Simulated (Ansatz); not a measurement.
# NaOs: the cost of one run

Computed with Ansatz 0.2.0 (DFT PBE, scalar-relativistic, plane waves, PAW, unless a step's input says otherwise).

### Step 1. The starting structure

The structure is trigonal, space group R-3m (No. 166). The conventional cell has a = 3.412 Å, b = 3.412 Å, c = 15.409 Å, α = 90.00°, β = 90.00°, γ = 120.00°. Around Na (site symmetry -3m) lie 6 Os at 3.24 Å and 6 Na at 3.41 Å. Os (site symmetry -3m) has 6 Na at 3.24 Å and 6 Os at 3.41 Å as nearest neighbours.

Coordinates:

```
CELL_PARAMETERS angstrom
1.70621 0.98508 5.13621
-1.70621 0.98508 5.13621
0.00000 -1.97016 5.13621
ATOMIC_POSITIONS crystal
Na 0.50000 0.50000 0.50000
Os 0.00000 0.00000 0.00000
```

Recipe of the guess: close-packed layers stacked AB|C (R-3m, No. 166). Lengths come from tabulated atomic sizes and are only a guess.

### Step 2. The guess as it stands, on a coarse mesh

Contents of input.yaml:

```yaml
crystal:
  lattice:
    - [1.70620922, 0.98508035, 5.13620587]
    - [-1.70620922, 0.98508035, 5.13620587]
    - [0.0, -1.97016071, 5.13620587]
  atoms:
    - { symbol: Na, position: [0.5, 0.5, 0.5] }
    - { symbol: Os, position: [0.0, 0.0, 0.0] }
basis:
  ecutwfc: 420
kpoints:
  mp_grid: { grid: [6, 6, 6] }
hamiltonian:
  xc: pbe
scf:
  occupations: { method: gaussian, width: 0.1 }
  lower_state_search: "off"
output:
  forces: true
  stress: true
  eigenvalues: true
```

On the command line:

```bash
$ ansatz run input.yaml --threads 1 --pin off --max-ram 2048MiB --backend cpu --events-out ev --progress --plain --runs-dir out
```

**Question.** How long does this run take on 1 thread of Arm Neoverse N1, shared host, and how much memory does it need?

About 2.2 s, with a peak of 0.3 GiB.
